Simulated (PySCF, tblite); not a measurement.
**C₃H₆F₂GeO₃: geometry, infrared bands and NMR shifts**

Wanted: the infrared bands and NMR shifts of C₃H₆F₂GeO₃ (`FC(F)O[C@@H]1O[C@@H]1[O][GeH3]`), by calculation.

Computed with tblite 0.8.0 and PySCF 2.14.0, with density-fitted response routines of our own, on a single molecule in the gas phase. Atoms count from 0, in the outputs and in this text.

### 1 Starting geometry

15 atoms, charge 0, multiplicity 1; geometry from: force field or distance geometry start.

Bonds of the start (Å): F0–C1 1.38, C1–F2 1.37, C1–O3 1.42, O3–C4 1.40, C4–O5 1.39, O5–C6 1.41, C6–O7 1.38, O7–Ge8 1.81, C6–C4 1.48, C1–H9 1.13, C4–H10 1.09, C6–H11 1.12, Ge8–H12 1.55, Ge8–H13 1.55, Ge8–H14 1.57.

### 2 Geometry optimisation with GFN2-xTB

Job settings and geometry (Å):

```
{"job": {"kind": "relax", "xc": "GFN2-xTB", "basis": "xTB"}, "charge": 0, "multiplicity": 1}
F     -3.043100    -1.605900    -1.462900
C     -2.850900    -0.489300    -0.672100
F     -3.913700     0.348300    -0.864300
O     -1.643300     0.166300    -1.019900
C     -0.857600     0.167300     0.138900
O     -0.255900     1.401300     0.381700
C      0.613400     0.324700     0.109400
O      1.362600     0.556500    -1.029100
Ge     3.054800     0.141400    -0.538300
H     -2.794000    -0.793800     0.411200
H     -1.301700    -0.303900     1.020400
H      1.193200    -0.034400     0.993400
H      2.992900    -1.252700     0.140500
H      4.043800     0.206000    -1.728400
H      3.395200     1.176200     0.591900
```

The run is started by

```bash
$ OMP_NUM_THREADS=1 python probes_run.py task.json out
```

One launch serves the whole session: the jobs run in the order shown.

**Question.** This job is followed by: GFN2-xTB harmonic vibrations, gas phase; GIAO PBE0/pcSseg-1 NMR shielding, non-relativistic, gas phase. What will the session give for the following? strongest single infrared mode (GFN2-xTB); zero-point energy (GFN2-xTB); 13C shifts against TMS (PBE0/pcSseg-1); 1H shifts against TMS (PBE0/pcSseg-1, means over atoms taken as alike); 19F shifts against CFCl3 (PBE0/pcSseg-1); 17O shifts against H2O (PBE0/pcSseg-1); 73Ge shifts against GeMe4 (PBE0/pcSseg-1).

The runs gave:

```
                                                              quantity                       value
                             strongest single infrared mode (GFN2-xTB)       2060 cm⁻¹, 445 km/mol
                                          zero-point energy (GFN2-xTB)               56.0 kcal/mol
                                13C shifts against TMS (PBE0/pcSseg-1)       124.9, 78.3, 76.3 ppm
1H shifts against TMS (PBE0/pcSseg-1, means over atoms taken as alike)  6.74, 5.02, 4.70, 4.49 ppm
                              19F shifts against CFCl3 (PBE0/pcSseg-1)           -98.7, -101.7 ppm
                                17O shifts against H2O (PBE0/pcSseg-1)       141.4, 97.1, 27.5 ppm
                             73Ge shifts against GeMe4 (PBE0/pcSseg-1)                     -80 ppm
```

What this shows: Over 210 steps the energy fell by 1.624 eV; of the close pairs, Ge8–H14 changed most, 1.570 to 1.496 Å. All 39 modes are real, so the xTB geometry is a minimum. The strongest single mode, at 2060 cm⁻¹, moves mainly H14 and H13. Unscaled tight-binding wavenumbers are off by several per cent, some by more. Its intensities can rank the bands wrongly. H9 (hydrogen on an sp3 CH bonded to 2 F and O) lies farthest downfield among hydrogen, at 6.74 ppm; its carbon carries F and O, hence the downfield position. At PBE0/pcSseg-1: The largest span, 300 ppm, is at O5, where the paramagnetic term is -160 ppm. Spin-orbit coupling is left out, which matters for shieldings and couplings at and beside the heavy atoms.
